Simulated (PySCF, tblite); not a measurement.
# C₅H₁₃Si₂ radical: geometry, infrared bands and EPR parameters

Aim: predict the infrared bands and EPR parameters of C₅H₁₃Si₂ radical (`C=CC[C]([SiH3])C[SiH3]`).

The runs use tblite 0.8.0 and PySCF 2.14.0, with density-fitted response routines of our own; the level of theory stands in each step. All values are computed, except where a source is named. Atoms count from 0, in the outputs and in this text.

**1. The molecule as given**

20 atoms, charge 0, multiplicity 2; geometry from: force field or distance geometry start.

Bonds of the start (Å): C0–C1 1.35, C1–C2 1.51, C2–C3 1.50, C3–Si4 1.82, C3–C5 1.52, C5–Si6 1.88, C0–H7 1.09, C0–H8 1.09, C1–H9 1.07, C2–H10 1.09, C2–H11 1.11, Si4–H12 1.49, Si4–H13 1.49, Si4–H14 1.48, C5–H15 1.11, C5–H16 1.11, Si6–H17 1.48, Si6–H18 1.49, Si6–H19 1.48.

**2. Optimising the geometry with GFN2-xTB**

The job: settings as JSON, then the geometry in Å.

```
{"job": {"kind": "relax", "xc": "GFN2-xTB", "basis": "xTB"}, "charge": 0, "multiplicity": 2}
C     -2.132300    -1.920900     0.261300
C     -1.789800    -0.736100    -0.278000
C     -1.335500     0.446100     0.536600
C      0.078500     0.828200     0.229400
Si     0.439600     2.426900    -0.560900
C      1.200200    -0.045700     0.754000
Si     2.067300    -1.161500    -0.488900
H     -2.119500    -2.085400     1.338000
H     -2.447700    -2.744100    -0.372900
H     -1.825900    -0.621600    -1.345000
H     -1.449400     0.252700     1.606900
H     -2.037400     1.272000     0.317400
H     -0.317400     3.507500     0.127200
H      0.035700     2.368300    -1.994400
H      1.890200     2.722800    -0.480000
H      0.820000    -0.680400     1.576600
H      1.968600     0.591500     1.231400
H      2.669300    -0.356000    -1.572900
H      3.153200    -1.916700     0.195800
H      1.127200    -2.136900    -1.084600
```

On the command line:

```
> OMP_NUM_THREADS=1 python probes_run.py task.json out
```

One launch serves the whole session: the jobs run in the order shown.

Output:

```text
step      E/eV     max force
  0    -562.87368    1.853
  1    -562.95708    1.374
  2    -562.98327    0.397
  3    -562.99252    0.273
  4    -563.00759    0.293
  5    -563.01375    0.281
  6    -563.01953    0.132
  7    -563.02165    0.111
  8    -563.02360    0.114
  9    -563.02559    0.126
 10    -563.02806    0.120
 11    -563.03038    0.112
 12    -563.03237    0.103
 13    -563.03401    0.112
 14    -563.03550    0.089
 15    -563.03700    0.090
 16    -563.03863    0.090
 17    -563.04050    0.100
 18    -563.04251    0.113
 19    -563.04435    0.103
 20    -563.04600    0.097
 21    -563.04783    0.110
 22    -563.05025    0.143
 23    -563.05308    0.155
 24    -563.05558    0.136
 25    -563.05735    0.115
 26    -563.05867    0.090
 27    -563.05982    0.094
 28    -563.06085    0.083
 29    -563.06179    0.077
 30    -563.06275    0.080
 31    -563.06371    0.090
 32    -563.06451    0.072
 33    -563.06507    0.044
 34    -563.06551    0.049
 35    -563.06591    0.046
 36    -563.06627    0.046
 37    -563.06652    0.034
 38    -563.06670    0.028
 39    -563.06686    0.029
 40    -563.06704    0.033
 41    -563.06720    0.033
 42    -563.06734    0.024
 43    -563.06746    0.025
 44    -563.06758    0.027
 45    -563.06772    0.030
 46    -563.06787    0.032
 47    -563.06802    0.030
 48    -563.06818    0.025
 49    -563.06833    0.028
 50    -563.06848    0.030
 51    -563.06862    0.032
 52    -563.06883    0.039
 53    -563.06915    0.046
 54    -563.06959    0.043
 55    -563.07010    0.048
 56    -563.07061    0.052
 57    -563.07111    0.053
 58    -563.07174    0.067
 59    -563.07263    0.085
 60    -563.07373    0.084
 61    -563.07482    0.073
 62    -563.07579    0.074
 63    -563.07665    0.069
 64    -563.07739    0.059
 65    -563.07812    0.064
 66    -563.07871    0.044
 67    -563.07889    0.054
 68    -563.07928    0.042
 69    -563.07953    0.037
 70    -563.08010    0.033
 71    -563.08062    0.041
 72    -563.08114    0.045
 73    -563.08142    0.031
 74    -563.08159    0.031
 75    -563.08175    0.031
 76    -563.08191    0.029
 77    -563.08211    0.034
 78    -563.08227    0.030
 79    -563.08241    0.029
 80    -563.08255    0.026
 81    -563.08273    0.033
 82    -563.08288    0.027
 83    -563.08304    0.026
 84    -563.08322    0.029
 85    -563.08348    0.050
 86    -563.08390    0.071
 87    -563.08447    0.072
 88    -563.08504    0.044
 89    -563.08546    0.040
 90    -563.08580    0.038
 91    -563.08615    0.075
 92    -563.08671    0.070
 93    -563.08796    0.045
 94    -563.08851    0.045
 95    -563.08880    0.038
 96    -563.08905    0.031
 97    -563.08938    0.038
 98    -563.08971    0.034
 99    -563.09001    0.042
100    -563.09027    0.036
101    -563.09051    0.038
102    -563.09073    0.031
103    -563.09088    0.029
104    -563.09103    0.025
105    -563.09114    0.027
106    -563.09123    0.027
107    -563.09134    0.031
108    -563.09149    0.033
109    -563.09167    0.028
110    -563.09184    0.029
111    -563.09198    0.024
112    -563.09211    0.021
113    -563.09226    0.024
114    -563.09245    0.030
115    -563.09265    0.032
116    -563.09289    0.034
117    -563.09319    0.030
118    -563.09347    0.033
119    -563.09374    0.027
120    -563.09393    0.026
121    -563.09409    0.027
122    -563.09428    0.039
123    -563.09451    0.042
124    -563.09470    0.029
125    -563.09481    0.020
126    -563.09489    0.035
127    -563.09497    0.025
128    -563.09512    0.018
129    -563.09520    0.019
130    -563.09534    0.023
131    -563.09545    0.026
132    -563.09561    0.027
133    -563.09579    0.027
134    -563.09598    0.025
135    -563.09618    0.033
136    -563.09644    0.037
137    -563.09677    0.034
138    -563.09709    0.033
139    -563.09732    0.029
140    -563.09748    0.023
141    -563.09763    0.024
142    -563.09778    0.031
143    -563.09793    0.027
144    -563.09806    0.028
145    -563.09818    0.023
146    -563.09830    0.021
147    -563.09837    0.022
148    -563.09845    0.022
149    -563.09854    0.019
150    -563.09861    0.015
151    -563.09867    0.017
152    -563.09871    0.015
153    -563.09874    0.012
154    -563.09877    0.012
155    -563.09880    0.012
156    -563.09882    0.011
157    -563.09884    0.008
```

Run time: 4.1 s. Hardware: 1 thread of Intel Xeon at 2.50GHz, shared host.

Along the way: (not every step is listed)

```csv
step,energy from step 0 (eV),largest force (eV/Å)
0,0.0000,1.8528
1,-0.0834,1.3741
2,-0.1096,0.3966
3,-0.1188,0.2725
4,-0.1339,0.2935
5,-0.1401,0.2808
6,-0.1458,0.1318
7,-0.1480,0.1106
8,-0.1499,0.1143
22,-0.1766,0.1432
36,-0.1926,0.0462
50,-0.1948,0.0298
64,-0.2037,0.0592
78,-0.2086,0.0305
92,-0.2130,0.0704
106,-0.2175,0.0269
120,-0.2202,0.0264
134,-0.2223,0.0255
148,-0.2248,0.0223
152,-0.2250,0.0150
153,-0.2251,0.0121
154,-0.2251,0.0118
155,-0.2251,0.0122
156,-0.2251,0.0114
157,-0.2252,0.0078
```

Distances of close pairs at the start and the end, largest changes first:

```csv
bond,before (Å),after (Å),change (Å)
C5–Si6,1.882,1.931,+0.049
C3–C5,1.516,1.467,-0.049
C3–Si4,1.820,1.852,+0.033
C0–C1,1.346,1.320,-0.026
Si6–H18,1.489,1.466,-0.024
Si4–H12,1.488,1.466,-0.022
Si6–H19,1.480,1.460,-0.020
Si6–H17,1.479,1.461,-0.018
```

The end geometry stands in the next job.

**3. Vibrational analysis with GFN2-xTB**

The job: settings as JSON, then the geometry in Å.

```
{"job": {"kind": "ir", "xc": "GFN2-xTB", "basis": "xTB"}, "charge": 0, "multiplicity": 2}
C     -2.070659    -1.742001    -0.235650
C     -1.736366    -0.467014    -0.305929
C     -1.166927     0.326197     0.835973
C      0.180218     0.863139     0.470496
Si     0.333666     2.287761    -0.703066
C      1.363740     0.124438     0.923619
Si     1.842940    -1.309195    -0.278197
H     -1.977169    -2.304542     0.679604
H     -2.460134    -2.278851    -1.084416
H     -1.837227     0.081868    -1.232818
H     -1.110509    -0.305620     1.726984
H     -1.847358     1.160468     1.040824
H     -0.893771     3.085764    -0.623119
H      0.524961     1.892792    -2.111621
H      1.496172     3.096471    -0.317279
H      1.206626    -0.320816     1.909778
H      2.229958     0.785827     0.980370
H      2.025511    -0.750368    -1.615802
H      3.097449    -1.890949     0.208077
H      0.793729    -2.324690    -0.270864
```

Output:

```text
mode    cm-1     km/mol
  1      38.4      0.12
  2      53.6      0.06
  3      72.4      0.08
  4      83.6      0.44
  5     117.3      0.05
  6     143.5      0.53
  7     183.6      1.11
  8     276.2      0.42
  9     348.0      0.54
 10     376.8      3.90
 11     418.0      2.07
 12     508.0     31.89
 13     513.0     17.25
 14     534.4     81.12
 15     560.9     94.82
 16     609.6     15.17
 17     677.8     10.47
 18     700.5     54.38
 19     761.5     70.94
 20     768.2    442.88
 21     774.0    143.16
 22     787.0    200.89
 23     809.9    121.67
 24     816.4    154.09
 25     823.6    411.89
 26     883.5     14.60
 27     917.0      8.61
 28     934.7      6.78
 29    1018.5     14.41
 30    1062.4      5.05
 31    1082.6      1.62
 32    1154.6     45.42
 33    1168.3     11.13
 34    1245.0      2.71
 35    1255.3      3.43
 36    1276.2      0.80
 37    1303.2      4.26
 38    1414.6      4.04
 39    1454.8      0.85
 40    1468.6      1.93
 41    1705.3     21.94
 42    2139.1    296.91
 43    2214.6    290.27
 44    2229.3    347.18
 45    2245.8    332.92
 46    2289.2    257.58
 47    2300.9    239.27
 48    2913.6     31.39
 49    2929.9     36.52
 50    2951.1     48.20
 51    2959.4     38.45
 52    3058.4     34.06
 53    3091.8     21.99
 54    3116.4     50.41
```

It took 2.5 s on 1 thread of Intel Xeon at 2.50GHz, shared host.

The strongest bands and the atoms that carry them (share of the mass-weighted mode):

```csv
cm⁻¹,km/mol,atoms
768,442.9,"H12 39 %, H14 35 %"
824,411.9,"H14 41 %, H13 39 %"
2139,296.9,H13 94 %
2215,290.3,H14 95 %
2229,347.2,H12 96 %
2246,332.9,H18 96 %
2289,257.6,H17 96 %
2301,239.3,H19 96 %
```

**4. EPR parameters: B3LYP/pcH-1**

The job, as its differences from that of step 3:

```diff
@@ -1,2 +1,2 @@
-{"job": {"kind": "ir", "xc": "GFN2-xTB", "basis": "xTB"}, "charge": 0, "multiplicity": 2}
+{"job": {"kind": "epr", "basis": "pcH-1"}, "charge": 0, "multiplicity": 2}
 C     -2.070659    -1.742001    -0.235650
```

Level: UKS B3LYP, pcH-1 on C H Si, non-relativistic, mean-field spin-orbit, GIAO.

Output:

```text
UKS, coarse grid
  cycle   1  E = -777.24243849  |g| = 3.45e-01
  cycle   2  E = -777.22178221  |g| = 3.87e-01
  cycle   3  E = -777.29967919  |g| = 5.75e-02
  cycle   4  E = -777.30105043  |g| = 3.12e-02
  cycle   5  E = -777.30154815  |g| = 9.30e-03
  cycle   6  E = -777.30158896  |g| = 4.45e-03
  cycle   7  E = -777.30159975  |g| = 1.38e-03
  cycle   8  E = -777.30160105  |g| = 4.48e-04
UKS, final grid
  cycle   1  E = -777.30159594  |g| = 4.92e-04
  cycle   2  E = -777.30159588  |g| = 6.24e-04
  cycle   3  E = -777.30159608  |g| = 8.16e-05
  cycle   4  E = -777.30159608  |g| = 2.42e-05
E = -777.30159608 Eh   <S^2> = 0.7539 (exact 0.7500)
g shifts (ppm)      1          2          3
  rmc          -144       -144       -144
  gc             -1         31         18
  oz_so         -27        416       1124
  total        -172        304        998
hyperfine (MHz)  atom isotope    a_iso     a_fc   dipolar eigenvalues
    0   13C       4.38       4.39     -2.32     -1.25      3.57
    1   13C      65.36      65.37     -5.13     -3.94      9.07
    2   13C     -25.21     -25.22     -2.27      0.34      1.93
    3   13C      82.76      82.87    -70.82    -69.65    140.47
    4  29Si      44.80      44.86     -1.55     -1.40      2.96
    5   13C     -26.80     -26.81     -4.17     -0.30      4.47
    6  29Si    -117.57    -117.71    -22.23     10.50     11.73
    7    1H      -0.74      -0.74     -1.38     -0.66      2.04
    8    1H       3.76       3.77     -1.49     -0.92      2.42
    9    1H      -1.93      -1.93     -4.22     -2.06      6.28
   10    1H      10.15      10.14     -4.14     -3.53      7.67
   11    1H      52.94      52.94     -4.51     -4.28      8.78
   12    1H       8.10       8.10     -3.17     -2.55      5.72
   13    1H      73.06      73.05     -3.06     -1.49      4.55
   14    1H      26.28      26.28     -3.06     -2.45      5.52
   15    1H      46.06      46.06     -3.99     -3.60      7.60
   16    1H      40.87      40.87     -4.17     -3.68      7.86
   17    1H      -3.71      -3.71     -2.77     -1.44      4.21
   18    1H      20.15      20.15     -2.12     -0.93      3.06
   19    1H      -1.34      -1.34     -2.41     -1.26      3.67
```

It took 4.5 min on 1 thread of Intel Xeon at 2.50GHz, shared host; peak memory 1.1 GiB.

Principal g values 2.00215, 2.00262, 2.00332; g(iso) = 2.00270, against 2.00232 for a free electron.

Hyperfine couplings; where a row names several nuclei, a(iso) is their mean (it holds for fast rotation or exchange) and the dipolar term the largest among them:

```csv
nuclei,isotope,a(iso) (MHz),"a(iso) (G, at g = 2.0023)",largest dipolar term (MHz)
Si6,29Si,-117.6,-42.0,-22.2
C3,13C,82.8,29.5,140.5
C1,13C,65.4,23.3,9.1
Si4,29Si,44.8,16.0,3.0
"H15, H16",1H,43.5,15.5,7.9
"H12, H13, H14",1H,35.8,12.8,5.7
"H10, H11",1H,31.5,11.3,8.8
C5,13C,-26.8,-9.6,4.5
C2,13C,-25.2,-9.0,-2.3
"H17, H18, H19",1H,5.0,1.8,4.2
C0,13C,4.4,1.6,3.6
H8,1H,3.8,1.3,2.4
H9,1H,-1.9,-0.7,6.3
H7,1H,-0.7,-0.3,2.0
```

Mulliken spin populations:

C0 0.02; C1 0.02; C2 -0.07; C3 0.91; Si4 -0.03; C5 -0.06; Si6 0.07; H7 0.00; H8 0.00; H9 0.00; H10 0.01; H11 0.02; H12 0.01; H13 0.04; H14 0.01; H15 0.02; H16 0.02; H17 0.00; H18 0.01; H19 0.00

In first order the couplings over 0.8 MHz of 1H give 538 distinct lines over 99.3 G, if the averaged nuclei exchange fast.

The fields below are evaluated on a grid from the run's orbitals.

ELF in a plane through or near 7 of the atoms.

Values, 10 rows by 14 columns:
```
0.00 0.00 0.00 0.00 0.00 0.00 0.00 0.00 0.00 0.00 0.00 0.00 0.00 0.00
0.00 0.00 0.00 0.00 0.01 0.04 0.00 0.00 0.00 0.00 0.00 0.00 0.00 0.00
0.00 0.00 0.00 0.05 0.97 1.00 0.95 0.01 0.00 0.00 0.00 0.00 0.00 0.00
0.00 0.01 0.59 0.58 0.40 0.81 0.39 0.01 0.33 0.38 0.47 0.16 0.00 0.00
0.00 0.21 1.00 1.00 0.16 0.22 0.77 0.08 0.39 0.44 0.72 0.42 0.05 0.00
0.00 0.00 0.26 0.15 0.02 0.10 0.37 0.07 0.31 0.73 0.61 0.32 0.02 0.00
0.00 0.00 0.00 0.00 0.04 0.35 0.15 0.33 0.99 0.20 0.02 0.02 0.00 0.00
0.00 0.00 0.00 0.00 0.05 0.79 0.70 0.35 0.97 0.95 0.02 0.00 0.00 0.00
0.00 0.00 0.00 0.00 0.24 1.00 1.00 0.65 0.02 0.00 0.00 0.00 0.00 0.00
0.00 0.00 0.00 0.00 0.00 0.01 0.03 0.00 0.00 0.00 0.00 0.00 0.00 0.00
```
The map spans 11.8 Å across and 12.3 Å up, centred on the molecule. Atoms in the plane (x, y in Å): C0 (2.7, 0.3), C1 (1.5, 0.9), Si4 (-1.9, 1.4), Si6 (-0.4, -2.2), H12 (-1.6, 2.8), H18 (-0.8, -3.5), H19 (1.1, -2.1).

log10 of the density (e/Å³) in the same plane.

Ten even steps from '0' (-4.0) to '9' (1.6):
```
0000000000000000000000000000
0000000000000000000000000000
0000000111111000000000000000
0000001233332210000000000000
0000122345554321111100000000
0001233456765333333222100000
0012345566665444555443321000
0123456679865556676654432100
0123567768766556797766543100
0023455555666655677897643200
0012233444555554556776543100
0000122344566555444554432100
0000012344566666654433221000
0000001234569977765322100000
0000001234567666554321000000
0000001234577654433210000000
0000000123455543221000000000
0000000012333332100000000000
0000000001111110000000000000
0000000000000000000000000000
```
The map spans 11.8 Å across and 12.3 Å up, centred on the molecule. Atoms in the plane (x, y in Å): C0 (2.7, 0.3), C1 (1.5, 0.9), Si4 (-1.9, 1.4), Si6 (-0.4, -2.2), H12 (-1.6, 2.8), H18 (-0.8, -3.5), H19 (1.1, -2.1).

On the surface of density 0.002 e/bohr³ the electrostatic potential runs, from the 1st to the 99th percentile, from -0.51 V near C0 to 0.96 V near H16.

The spin density lies nearest to C3 64 %.

**5. Results**

| quantity | value |
| --- | --- |
| strongest single infrared mode (GFN2-xTB) | 768 cm⁻¹, 443 km/mol |
| zero-point energy (GFN2-xTB) | 93.7 kcal/mol |
| g(iso) (B3LYP) | 2.00270 |
| ⟨S²⟩ | 0.754 (exact 0.75) |
| largest a(iso) (averaged by class) | 29Si on Si6, -117.6 MHz |
| surface potential, 1st and 99th percentile | -0.51 V and 0.96 V |

Over 157 steps the energy fell by 0.225 eV; of the close pairs, C5–Si6 changed most, 1.882 to 1.931 Å. No mode is imaginary among the 54: a minimum at this level. The strongest single mode, at 768 cm⁻¹, moves mainly H12 and H14. Unscaled tight-binding wavenumbers are off by several per cent, some by more. Its intensities can rank the bands wrongly. Most of the unpaired spin sits on C3 (0.91 e). The isotropic g lies 0.4 ppt above the free-electron value.
